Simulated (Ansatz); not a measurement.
# The cluster Mg4N2+: the relaxed shape and its frontier levels

Aim: characterise the cluster Mg4N2+ as a doublet: its structure, frontier levels and distribution of charge and spin.

Program: Ansatz 0.2.0, Gaussian basis. Level of theory: UKS PBE0-D4/def2-TZVP. These are calculated values, not measurements.

The runs, in order: relaxation at PBE-D4/def2-SVP; a search for the lowest solution at PBE-D4/def2-SVP; a single point at PBE0-D4/def2-TZVP.

3 further runs of the same task are left out: 3 set aside as unsound or not needed. Runs told in other sessions of the task aren't counted.

### Step 1. Starting geometry

6 atoms, charge 1, spin multiplicity 2.

Atoms are counted from 1 here; the program's logs count them from 0.

Bond lengths: Mg1–Mg2 3.227 Å, Mg2–Mg4 2.586 Å, Mg2–N5 1.941 Å, Mg2–N6 2.329 Å, Mg3–N5 2.319 Å, Mg3–N6 1.989 Å, N5–N6 1.368 Å. Angles: Mg1–Mg2–Mg4 147.5°, Mg1–Mg2–N5 74.1°, Mg1–Mg2–N6 107.0°, Mg4–Mg2–N5 134.1°, Mg4–Mg2–N6 98.3°, N5–Mg2–N6 35.9°, N5–Mg3–N6 36.0°, Mg2–N5–Mg3 146.1°, Mg2–N5–N6 87.7°, Mg3–N5–N6 58.7°, Mg2–N6–Mg3 141.3°, Mg2–N6–N5 56.4°, Mg3–N6–N5 85.3°.

The ion is computed in the gas phase, without counter-ions or solvent.

The start is a GFN2-xTB geometry.

### Step 2. Relaxation at PBE-D4/def2-SVP

Contents of in.yaml:

```yaml
crystal:
  periodic: [false, false, false]
  atoms:
    - {symbol: Mg, position_ang: [0.678730, 0.660070, 3.153670]}
    - {symbol: Mg, position_ang: [1.047530, 0.546950, -0.050540]}
    - {symbol: Mg, position_ang: [-2.699860, -1.012790, -0.420220]}
    - {symbol: Mg, position_ang: [2.640090, 0.152510, -2.049950]}
    - {symbol: N, position_ang: [-0.822310, 0.151370, 0.285300]}
    - {symbol: N, position_ang: [-0.844170, -0.498110, -0.918270]}
basis:
  gaussian: {orbitals: def2-SVP}
total_charge: 1
magnetization: {spin_polarized: true, initial_magnetization: 1}
hamiltonian: {xc: pbe, dispersion: d4}
scf: {lower_state_search: "off"}
output: {orbitals: {seedname: orbitals}}
relax: {f_tol: 0.02, max_steps: 100}
```

On the command line:

```console
$ ansatz run in.yaml --threads 4 --pin off --events-out ev --progress --plain --max-ram 4787MiB
```

Further steps of the session: Searching for the lowest solution, PBE-D4/def2-SVP; Single point, PBE0-D4/def2-TZVP.

Before running them: what should the planned runs give, taken together? Wanted: point group; commonest bond; HOMO, LUMO at PBE0-D4/def2-TZVP; ⟨S²⟩.

**Answer**, as computed:

| quantity | value |
| --- | --- |
| point group | Cs |
| commonest bond | Mg–N, 4 of mean length 2.260 Å |
| HOMO, LUMO at PBE0-D4/def2-TZVP (over both spins) | -8.13, -5.89 eV |
| ⟨S²⟩ | 0.854 |

**Reading.** The relaxation broke 1 and made 1 bonds, so the end is another structure than the start. No usable vibrations, so a minimum isn't proven. Whether this spin is the lowest isn't tested here.
